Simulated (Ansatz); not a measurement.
## LaS₂, space group P4/nmm: cell relaxations under several functionals, step by step

Program: the Ansatz DFT code, driven from Python.

Run as a notebook:

In [1]:
```python
import warnings

import ansatz as az
import numpy as np
```

In [2]:
```python
def edges_and_angles(cell):
    cell = np.asarray(cell)
    a, b, c = np.linalg.norm(cell, axis=1)
    cosines = cell[1] @ cell[2] / (b * c), cell[0] @ cell[2] / (a * c), cell[0] @ cell[1] / (a * b)
    return (a, b, c, *np.degrees(np.arccos(cosines)))
```

In [3]:
```python
warnings.simplefilter("ignore", az.DeckWarning)
```

In [4]:
```python
system = (
    az.Lattice.of((4.04634, 0.0, 0.0), (0.0, 4.04634, 0.0), (0.0, 0.0, 8.31768))
    .atom("La", (0.0, 0.5, 0.72423))
    .atom("La", (0.5, 0.0, 0.27577))
    .atom("S", (0.0, 0.5, 0.36397))
    .atom("S", (0.5, 0.0, 0.63603))
    .atom("S", (0.0, 0.0, 0.0))
    .atom("S", (0.5, 0.5, 0.0))
)
```

In [5]:
```python
calculation = (
    system.calculation()
    .basis(420)
    .accuracy("low")
    .kpoints(spacing=0.47)
    .occupations("methfessel_paxton")
    .mixing("anderson", ndim=8, beta=0.6)
    .relax(cell=True, max_steps=60, density_extrapolation="none")
)
```

In [6]:
```python
levels = [("blyp", "d3bj"), ("pbesol", "none"), ("lda", "none")]
print("level            a       b       c    alpha   beta  gamma  V/atom  steps")
for name, dispersion in levels:
    seen = []
    run = calculation.functional(name, dispersion=dispersion).session().plan()
    result = run.execute(on_event=lambda e: seen.append(e) if e["event"] == "relax_step" else None)
    cell = result.lattice.cell_ang
    label = name if dispersion == "none" else f"{name}+{dispersion}"
    print("{:13s} {:7.4f} {:7.4f} {:7.4f} {:6.2f} {:6.2f} {:6.2f}".format(label, *edges_and_angles(cell)), f"{abs(np.linalg.det(cell)) / len(result.lattice.sites):7.3f} {len(seen):5d}")
```
```text
level            a       b       c    alpha   beta  gamma  V/atom  steps
blyp+d3bj      4.0191  4.0191  8.2955  90.00  90.00  90.00  22.333     5
pbesol         3.9818  3.9818  8.2294  90.00  90.00  90.00  21.746     6
lda            3.9554  3.9554  8.1646  90.00  90.00  90.00  21.290     6
```

From smallest to largest: LDA (21.29 Å³ an atom, -6.2 % against the start), PBEsol (21.75 Å³ an atom, -4.2 % against the start) and BLYP+D3BJ (22.33 Å³ an atom, -1.6 % against the start). The spread is 4.9 % in volume.

Reading the output:
- The settings weren't tested for convergence.
- BLYP and dispersion corrections can be off by several per cent in the lattices of metals, and by several GPa in the pressure at a fixed cell.
- The mesh is modest for a metal, so energies can be off by several to tens of meV an atom and pressures by half a GPa or more; differences at equal mesh fare better.
- The structure comes from a database of computed cells and needn't be a stable or known phase.
- Wall time of the script: 73 s on 1 thread of Arm Neoverse V1, with other jobs on the host, peak memory 0.49 GiB.
